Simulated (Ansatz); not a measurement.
# NaYC: the cost of one run

Computed with Ansatz 0.2.0 (DFT PBE, scalar-relativistic, plane waves, PAW, unless a step's input says otherwise).

## 1. Starting point

It takes space group Pmmm (No. 47, orthorhombic). Conventional cell: a = 3.728 Å, b = 3.754 Å, c = 3.783 Å, α = 90.00°, β = 90.00°, γ = 90.00°. Na (site symmetry mmm) has 4 C at 2.65 Å as nearest neighbours. Y (site symmetry mmm) has 2 C at 1.89 Å as nearest neighbours. C (site symmetry mmm) is surrounded by 2 Y at 1.89 Å and 4 Na at 2.65 Å.

Coordinates:

```cif
data_structure
_symmetry_space_group_name_H-M 'Pmmm'
_symmetry_Int_Tables_number 47
_cell_length_a 3.7283
_cell_length_b 3.7539
_cell_length_c 3.7827
_cell_angle_alpha 90.000
_cell_angle_beta 90.000
_cell_angle_gamma 90.000
_cell_volume 52.94
loop_
_atom_site_label
_atom_site_type_symbol
_atom_site_symmetry_multiplicity
_atom_site_Wyckoff_symbol
_atom_site_fract_x
_atom_site_fract_y
_atom_site_fract_z
_atom_site_occupancy
Na1 Na 1 a 0.00000 0.00000 0.00000 1
Y1 Y 1 h 0.50000 0.50000 0.50000 1
C1 C 1 f 0.50000 0.50000 0.00000 1
```

A structure generator made this guess: species swapped into a database cell of TbCoC (Pmmm, No. 47), with Na on the Tb sites and Y on the Co sites. The dimensions are guesses.

## 2. A first look at the guess

File input.yaml:

```yaml
crystal:
  lattice:
    - [3.72826242, 0.0, 0.0]
    - [0.0, 3.75390673, 0.0]
    - [0.0, 0.0, 3.78265349]
  atoms:
    - { symbol: Na, position: [0.0, 0.0, 0.0] }
    - { symbol: "Y", position: [0.5, 0.5, 0.5] }
    - { symbol: C, position: [0.5, 0.5, 0.0] }
basis:
  ecutwfc: 420
kpoints:
  mp_grid: { grid: [6, 6, 6] }
hamiltonian:
  xc: pbe
scf:
  occupations: { method: gaussian, width: 0.1 }
  lower_state_search: "off"
output:
  forces: true
  stress: true
  eigenvalues: true
```

The run is started by

```console
$ ansatz run input.yaml --threads 1 --pin off --max-ram 2048MiB --backend cpu --events-out ev --progress --plain --runs-dir out
```

What time and memory should one allow on 1 thread of Arm Neoverse V2, shared host?

About 2.7 s, with a peak of 0.33 GiB.
